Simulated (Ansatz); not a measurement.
# Ho3PRu: the cost of one run

Computed with Ansatz 0.2.0 (DFT PBE, scalar-relativistic, plane waves, PAW; 4f electrons in the core of a trivalent norm-conserving potential, unless a step's input says otherwise).

## 1. The starting structure

Symmetry: Pm-3m, No. 221, cubic system. The conventional cell has a = 4.800 Å, b = 4.800 Å, c = 4.800 Å, α = 90.00°, β = 90.00°, γ = 90.00°. Around Ho (site symmetry 4/mmm) lie 2 Ru at 2.40 Å and 8 Ho at 3.39 Å and 4 P at 3.39 Å. P (site symmetry m-3m) has 12 Ho at 3.39 Å in its first shell of neighbours. Around Ru (site symmetry m-3m) lie 6 Ho at 2.40 Å.

Coordinates:

```cif
data_structure
_symmetry_space_group_name_H-M 'Pm-3m'
_symmetry_Int_Tables_number 221
_cell_length_a 4.8002
_cell_length_b 4.8002
_cell_length_c 4.8002
_cell_angle_alpha 90.000
_cell_angle_beta 90.000
_cell_angle_gamma 90.000
_cell_volume 110.61
loop_
_atom_site_label
_atom_site_type_symbol
_atom_site_symmetry_multiplicity
_atom_site_Wyckoff_symbol
_atom_site_fract_x
_atom_site_fract_y
_atom_site_fract_z
_atom_site_occupancy
Ho1 Ho 3 c 0.00000 0.50000 0.50000 1
P1 P 1 a 0.00000 0.00000 0.00000 1
Ru1 Ru 1 b 0.50000 0.50000 0.50000 1
```

The cell is invented: species swapped into a database cell of Ca3BiN (Pm-3m, No. 221), with Ho on the Ca sites, P on the Bi sites and Ru on the N sites. Lengths come from tabulated atomic sizes and are only a guess.

## 2. Probe: one point on a coarse mesh

Contents of input.yaml:

```yaml
crystal:
  lattice:
    - [4.80022759, 0.0, 0.0]
    - [0.0, 4.80022759, 0.0]
    - [0.0, 0.0, 4.80022759]
  atoms:
    - { symbol: Ho, position: [0.0, 0.5, 0.5] }
    - { symbol: Ho, position: [0.5, 0.0, 0.5] }
    - { symbol: Ho, position: [0.5, 0.5, 0.0] }
    - { symbol: P, position: [0.0, 0.0, 0.0] }
    - { symbol: Ru, position: [0.5, 0.5, 0.5] }
basis:
  ecutwfc: 690
kpoints:
  mp_grid: { grid: [4, 4, 4] }
hamiltonian:
  xc: pbe
  pseudopotentials:
    kind: paw
    azcp: { Ho: "pseudopotentials/pbe/nc/lanthanide_3plus/Ho.nc.azcp" }
scf:
  occupations: { method: gaussian, width: 0.1 }
  lower_state_search: "off"
output:
  forces: true
  stress: true
  eigenvalues: true
```

Run with:

```console
ansatz run input.yaml --threads 1 --pin off --max-ram 2560MiB --backend cpu --events-out ev --progress --plain --runs-dir out
```

What time and memory should one allow on 1 thread of Intel Xeon at 2.50GHz (Skylake/Cascade Lake), shared host?

About 13 s, with a peak of 0.44 GiB.
